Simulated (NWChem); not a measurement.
**One shape, several levels: Li2Br2 ((LiBr)2 ring)**

Aim: a comparison of 4 runs (HF/STO-3G, HF/3-21G, B3LYP/6-31G*) of Li2Br2 ((LiBr)2 ring). 

Program for the calculation: NWChem 7.3.0.

## 1. The molecule

The species is Li2Br2 (4 atoms), meant as a singlet with charge 0. The shape comes from GFN2-xTB, which is rough for such elements, and wasn't checked as a minimum.

Bond lengths: Li1–Br2 2.401 Å, Br2–Li3 2.403 Å, Li1–Br4 2.402 Å, Li3–Br4 2.403 Å. Angles: Li1–Br2–Li3 76.5°, Br2–Li1–Br4 103.5°, Br2–Li3–Br4 103.4°, Li1–Br4–Li3 76.5°.

## 2. Energy and gradient at HF/STO-3G (run 1)

calc.nw reads:

```
start calc
memory stack 880 mb heap 220 mb global 1100 mb
geometry units angstrom noautosym nocenter noautoz
  Li     0.877980     0.863190     0.833670
  Br     0.102580     1.253950    -1.404950
  Li    -0.875590    -0.865420    -0.835920
  Br    -0.104970    -1.251720     1.407190
end
basis spherical bse
  Li library STO-3G
  Br library STO-3G
end
scf
  singlet
  rhf
  thresh 1e-08
  maxiter 80
  noprint "final vectors analysis"
end
task scf gradient
```

The run is started by

```bash
$ nwchem calc.nw > calc.out
```

Standard output:

```text
[...]
  functions       =    46
[...]
  wavefunction    = RHF
[...]
         Total SCF energy =  -5104.302618202943
      One-electron energy =  -7677.500617878501
      Two-electron energy =   2307.225305972329
 Nuclear repulsion energy =    265.972693703227
        Time for solution =      2.6s
[...]
                         RHF ENERGY GRADIENTS
    atom               coordinates                        gradient
                 x          y          z           x          y          z
   1 Li      1.659142   1.631193   1.575408    0.016207   0.015881   0.015296
   2 Br      0.193848   2.369622  -2.654971    0.001379   0.017068  -0.018975
   3 Li     -1.654625  -1.635407  -1.579660   -0.016146  -0.016014  -0.015506
   4 Br     -0.198365  -2.365408   2.659204   -0.001439  -0.016935   0.019185
[...]
```

It took 4.2 s on 1 thread of AMD EPYC 9R14 (Zen 4), shared host; peak memory 0.1 GiB.

## 3. Energy and gradient at HF/3-21G (run 2)

a.xyz reads:

```xyz
4
Br2Li2
Li     0.877980     0.863190     0.833670
Br     0.102580     1.253950    -1.404950
Li    -0.875590    -0.865420    -0.835920
Br    -0.104970    -1.251720     1.407190
```

run.py reads:

```python
from ase.io import read
from ase.calculators.nwchem import NWChem

system = read('a.xyz')

calc = NWChem(
    label='a',
    theory='scf',
    memory='2200 mb',
    basis='3-21G',
    basispar='spherical bse',
    scf={'nopen': '0', 'rhf': None, 'thresh': '1e-08', 'maxiter': '80', 'print': 'low'},
)
system.calc = calc

forces = system.get_forces()
print(f"energy = {system.get_potential_energy():.6f} eV")
print("forces (eV/A):")
for s, f in zip(system.symbols, forces):
    print(f"{s:2s} {f[0]:10.5f} {f[1]:10.5f} {f[2]:10.5f}")
```

The run is started by

```bash
$ export ASE_NWCHEM_COMMAND="nwchem PREFIX.nwi > PREFIX.nwo"
$ python run.py
```

Standard output:

```text
energy = -139734.597592 eV
forces (eV/A):
Li   -0.03888   -0.03708   -0.03332
Br    0.01954    0.23973   -0.27516
Li    0.03970    0.04057    0.04139
Br   -0.02036   -0.24323    0.26709
```

The calculator wrote a.nwi:

```
title "a"

permanent_dir a

scratch_dir a

start a

geometry units angstrom nocenter noautosym noautoz
  Li 8.7797999999999998e-01 8.6319000000000001e-01 8.3367000000000002e-01
  Br 1.0258000000000000e-01 1.2539499999999999e+00 -1.4049499999999999e+00
  Li -8.7558999999999998e-01 -8.6541999999999997e-01 -8.3592000000000000e-01
  Br -1.0496999999999999e-01 -1.2517199999999999e+00 1.4071899999999999e+00
end

memory 2200 mb

basis spherical bse noprint
   * library 3-21G
end

scf
  nopen 0
  rhf
  thresh 1e-08
  maxiter 80
  print low
end

task scf gradient
```

a.nwo:

```text
Northwest Computational Chemistry Package (NWChem) 7.3.0
             --------------------------------------------------------

           Job information
           ---------------

    nwchem branch   = 7.3.0
    use scalapack   = T
    input           = a.nwi
    prefix          = a.
    data base       = a/a.db
    status          = startup
    nproc           =        1

           Memory information
           ------------------

    heap     =     72089596 doubles =      550.0 Mbytes
    stack    =     72089601 doubles =      550.0 Mbytes
    global   =    144179200 doubles =     1100.0 Mbytes (distinct from heap & stack)
    total    =    288358397 doubles =     2200.0 Mbytes
    verify   = yes
    hardfail = no

[... 35 lines left out ...]
            Nuclear Dipole moment (a.u.)
[... 59 lines left out ...]
 Starting SCF solution at       0.2s

       Final RHF  results
       ------------------

         Total SCF energy =  -5135.151787832478
      One-electron energy =  -7696.606258827505
      Two-electron energy =   2295.481777291801
 Nuclear repulsion energy =    265.972693703227

        Time for solution =      2.8s

                              NWChem Gradients Module
                              -----------------------

                         RHF ENERGY GRADIENTS

    atom               coordinates                        gradient
                 x          y          z           x          y          z
   1 Li      1.659142   1.631193   1.575408    0.000756   0.000721   0.000648
   2 Br      0.193848   2.369622  -2.654971   -0.000380  -0.004662   0.005351
   3 Li     -1.654625  -1.635407  -1.579660   -0.000772  -0.000789  -0.000805
   4 Br     -0.198365  -2.365408   2.659204    0.000396   0.004730  -0.005194

 Task  times  cpu:        3.7s     wall:        3.7s
 Total times  cpu:        3.7s     wall:        3.7s
```

Run time: 5.1 s. Hardware: 1 thread of AMD EPYC 9R14 (Zen 4), shared host; peak memory 0.1 GiB.

Run 3 isn't shown in full; the table further down has it.

## 4. Energy and forces at B3LYP/6-31G(d) (spherical functions) (run 4)

run.py reads:

```python
from ase import Atoms
from ase.calculators.nwchem import NWChem

molecule = Atoms(['Li', 'Br', 'Li', 'Br'], positions=[
    [0.877980, 0.863190, 0.833670],
    [0.102580, 1.253950, -1.404950],
    [-0.875590, -0.865420, -0.835920],
    [-0.104970, -1.251720, 1.407190],
])

calc = NWChem(
    label='br2li2',
    theory='dft',
    memory='2200 mb',
    basis='6-31G*',
    basispar='spherical bse',
    dft={'xc': 'b3lyp', 'mult': '1', 'grid': 'fine', 'convergence': 'energy 1e-08', 'iterations': '100', 'mulliken': None},
)
molecule.calc = calc

forces = molecule.get_forces()
print(f"energy = {molecule.get_potential_energy():.6f} eV")
print("forces (eV/A):")
for s, f in zip(molecule.symbols, forces):
    print(f"{s:2s} {f[0]:10.5f} {f[1]:10.5f} {f[2]:10.5f}")
print("dipole (e A):", molecule.get_dipole_moment().round(4))
```

The run is started by

```bash
$ export ASE_NWCHEM_COMMAND="nwchem PREFIX.nwi > PREFIX.nwo"
$ python run.py
```

Standard output:

```text
energy = -140493.127228 eV
forces (eV/A):
Li   -0.19648   -0.19216   -0.18368
Br    0.00946    0.11359   -0.13267
Li    0.19654    0.19535    0.19042
Br   -0.00951   -0.11678    0.12593
dipole (e A): [ 0.0022 -0.0026 -0.0029]
```

The calculator wrote br2li2.nwi:

```
title "br2li2"

permanent_dir br2li2

scratch_dir br2li2

start br2li2

geometry units angstrom nocenter noautosym noautoz
  Li 8.7797999999999998e-01 8.6319000000000001e-01 8.3367000000000002e-01
  Br 1.0258000000000000e-01 1.2539499999999999e+00 -1.4049499999999999e+00
  Li -8.7558999999999998e-01 -8.6541999999999997e-01 -8.3592000000000000e-01
  Br -1.0496999999999999e-01 -1.2517199999999999e+00 1.4071899999999999e+00
end

memory 2200 mb

basis spherical bse noprint
   * library 6-31G*
end

dft
  xc b3lyp
  mult 1
  grid fine
  convergence energy 1e-08
  iterations 100
  mulliken
end

task dft gradient
```

br2li2.nwo:

```text
Northwest Computational Chemistry Package (NWChem) 7.3.0
             --------------------------------------------------------

           Job information
           ---------------

    nwchem branch   = 7.3.0
    use scalapack   = T
    input           = br2li2.nwi
    prefix          = br2li2.
    data base       = br2li2/br2li2.db
    status          = startup
    nproc           =        1

           Memory information
           ------------------

    heap     =     72089596 doubles =      550.0 Mbytes
    stack    =     72089601 doubles =      550.0 Mbytes
    global   =    144179200 doubles =     1100.0 Mbytes (distinct from heap & stack)
    total    =    288358397 doubles =     2200.0 Mbytes
    verify   = yes
    hardfail = no

[... 92 lines left out ...]
  convergence criterion.
[... 39 lines left out ...]
          Spatial weights used:  Erf1
[... 69 lines left out ...]
         Total DFT energy =    -5163.027238015606
[... 3 lines left out ...]
 Nuclear repulsion energy =      265.972693703227
[... 728 lines left out ...]
          Convergence on gradient requested:  5.00D-04
[... 26 lines left out ...]
          total energy or number of iterations.
[... 26 lines left out ...]
                         DFT ENERGY GRADIENTS

    atom               coordinates                        gradient
                 x          y          z           x          y          z
   1 Li      1.659142   1.631193   1.575408    0.003821   0.003737   0.003572
   2 Br      0.193848   2.369622  -2.654971   -0.000184  -0.002209   0.002580
   3 Li     -1.654625  -1.635407  -1.579660   -0.003822  -0.003799  -0.003703
   4 Br     -0.198365  -2.365408   2.659204    0.000185   0.002271  -0.002449

                 ----------------------------------------
                 |  Time  |  1-e(secs)   |  2-e(secs)   |
                 ----------------------------------------
                 |  CPU   |       0.01   |       5.44   |
                 ----------------------------------------
                 |  WALL  |       0.01   |       5.44   |
                 ----------------------------------------

 Task  times  cpu:       20.4s     wall:       20.4s
 Total times  cpu:       20.4s     wall:       20.4s
```

It took 22 s on 1 thread of AMD EPYC 9R14 (Zen 4), shared host; peak memory 0.12 GiB.

## 5. Overview of the runs

| run | level | Cartesian functions | iteration cap | energy (Eh) | largest force (eV/Å) | wall time |
| --- | --- | --- | --- | --- | --- | --- |
| 1 | HF/STO-3G | no | 80 | -5104.302618 | 1.415 | 4.2 s |
| 2 | HF/3-21G | no | 80 | -5135.151788 | 0.365 | 5.1 s |
| 3 | B3LYP/6-31G* (Cartesian functions) | yes | 100 | -5163.044208 | 0.336 | 23 s |
| 4 | B3LYP/6-31G* (spherical functions) | no | 100 | -5163.027238 | 0.336 | 22 s |

## 6. Outcome

| quantity | value |
| --- | --- |
| run 4: total energy | -5163.02724 Eh |
| run 4: dipole moment | 0.02 D |
| run 4: HOMO energy | -7.08 eV |
| run 4: LUMO energy | -1.15 eV |
| run 4: HOMO–LUMO gap | 5.93 eV |
| run 4: largest force on an atom | 0.336 eV/Å |

In run 1 the basis is minimal, so the values are rough. All runs together took 53 s, the longest 23 s.
